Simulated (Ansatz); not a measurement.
# SiGe4H12: how energies converge with the basis set

How large a basis does SiGe4H12 need? Two functionals are run in growing sets.

Program: Ansatz 0.2.0, Gaussian basis. Level of theory: one geometry, several basis sets. These are calculated values, not measurements.

The runs, in order: PBE0-D4/def2-SVP; ωB97M-V/def2-SVP; PBE0-D4/def2-QZVPP; ωB97M-V/def2-QZVPP; the functionals' def2-TZVPP values are taken from earlier runs.

## (1) The relaxed structure

An earlier PBE0-D4 in a triple-zeta def2 set relaxation fixed the geometry.

SMILES `[GeH3][GeH2][SiH2][GeH2][GeH3]`, 17 atoms, charge 0, spin multiplicity 1.

Atoms are counted from 1 here; the program's logs count them from 0.

Bond lengths: Ge1–Ge2 2.424 Å, Ge1–H6 1.538 Å, Ge1–H7 1.538 Å, Ge1–H8 1.538 Å, Ge2–Si3 2.379 Å, Ge2–H9 1.540 Å, Ge2–H10 1.541 Å, Si3–Ge4 2.379 Å, Si3–H11 1.489 Å, Si3–H12 1.489 Å, Ge4–Ge5 2.424 Å, Ge4–H13 1.541 Å, Ge4–H14 1.540 Å, Ge5–H15 1.538 Å, Ge5–H16 1.538 Å, Ge5–H17 1.538 Å. Angles: Ge2–Ge1–H6 110.0°, Ge2–Ge1–H7 111.2°, Ge2–Ge1–H8 109.8°, H6–Ge1–H7 108.7°, H6–Ge1–H8 108.4°, H7–Ge1–H8 108.7°, Ge1–Ge2–Si3 109.9°, Ge1–Ge2–H9 109.8°, Ge1–Ge2–H10 108.7°, Si3–Ge2–H9 111.3°, Si3–Ge2–H10 109.2°, H9–Ge2–H10 107.9°, Ge2–Si3–Ge4 108.1°, Ge2–Si3–H11 110.5°, Ge2–Si3–H12 109.6°, Ge4–Si3–H11 109.6°, Ge4–Si3–H12 110.5°, H11–Si3–H12 108.5° and more.

## (2) PBE0-D4 in def2-SVP

The input, in.yaml:

```yaml
crystal:
  periodic: [false, false, false]
  atoms:
    - {symbol: Ge, position_ang: [-1.960172, 0.860212, 1.611237]}
    - {symbol: Ge, position_ang: [0.337602, 1.539114, 1.243474]}
    - {symbol: Si, position_ang: [1.702409, -0.379305, 0.898735]}
    - {symbol: Ge, position_ang: [0.642663, -1.757272, -0.726096]}
    - {symbol: Ge, position_ang: [0.000326, -0.423829, -2.645807]}
    - {symbol: H, position_ang: [-2.045018, -0.071797, 2.831389]}
    - {symbol: H, position_ang: [-2.866717, 2.077710, 1.855796]}
    - {symbol: H, position_ang: [-2.480123, 0.097878, 0.381146]}
    - {symbol: H, position_ang: [0.834428, 2.370948, 2.440700]}
    - {symbol: H, position_ang: [0.395207, 2.433321, -0.009981]}
    - {symbol: H, position_ang: [3.051207, 0.021431, 0.411822]}
    - {symbol: H, position_ang: [1.862980, -1.116241, 2.182515]}
    - {symbol: H, position_ang: [-0.623369, -2.383747, -0.110660]}
    - {symbol: H, position_ang: [1.567204, -2.904351, -1.175048]}
    - {symbol: H, position_ang: [-0.670166, -1.289568, -3.725102]}
    - {symbol: H, position_ang: [-0.986978, 0.671105, -2.208794]}
    - {symbol: H, position_ang: [1.238518, 0.254391, -3.255337]}
basis:
  gaussian: {orbitals: def2-SVP}
hamiltonian: {xc: pbe0, dispersion: d4}
output: {orbitals: {seedname: orbitals}}
```

Further steps of the session: ωB97M-V in def2-SVP; PBE0-D4 in def2-QZVPP; ωB97M-V in def2-QZVPP.

**Question.** What will the summary of the whole plan be? Wanted: PBE0-D4: double and triple zeta above quadruple; ωB97M-V: double and triple zeta above quadruple.

As calculated:

| quantity | value |
| --- | --- |
| PBE0-D4: double and triple zeta above quadruple | 36.45, 5.15 eV |
| ωB97M-V: double and triple zeta above quadruple | 36.34, 5.02 eV |

In words: For PBE0-D4 the step from double to triple zeta gains 31.30 eV and the next only 5.15 eV. These are total energies; as a rule much of such shifts cancels in differences, which this series doesn't test. The LUMO of ωB97M-V is positive and keeps falling with the basis (1.67 to 0.93 eV): an unbound level that the basis holds in place.
